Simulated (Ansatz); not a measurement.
Runs of Ansatz 0.2.0 on Zn3H. The structure is cubic, space group Fm-3m (No. 225). Conventional cell: a = 5.993 Å, b = 5.993 Å, c = 5.993 Å, α = 90.00°, β = 90.00°, γ = 90.00°. Around Zn (site symmetry m-3m) lie 8 Zn at 2.60 Å. Around Zn (site symmetry -43m) lie 4 Zn at 2.60 Å and 4 H at 2.60 Å. H (site symmetry m-3m) has 8 Zn at 2.60 Å as nearest neighbours. The cell was built by a generator and needn't be a form met in nature.

| level | cutoff (eV) | gap on the mesh (eV) | pressure (GPa) |
| --- | --- | --- | --- |
| RPBE | 420 | none | (a) |
| PBEsol | 420 | none | (b) |
| r2SCAN | 500 | none | -3.4 |
| revPBE | 420 | none | 2.0 |
| LDA | 420 | none | -7.4 |
| BLYP | 420 | none | 5.3 |
| PBE | 420 | none | 0.0 |

Alike in all rows: task band structure; potentials or basis Ansatz PAW; no spin polarisation; cell as given; k mesh 6 × 6 × 6; smearing fermi-dirac 0.05 eV.

Q: Estimate the missing entries.

A: (a) 2.7; (b) -4.5.

Caveats: the PAW data sets come from PBE, with cores solved anew for the run's functional, which leaves a small shift of forces and pressure (some runs); the potentials were made for another functional, which shifts forces and pressure (some runs).

A k mesh can miss the band edges.

A gap of «none» marks a metal or a gap under the smearing width.

Not every run made on this cell is shown here.
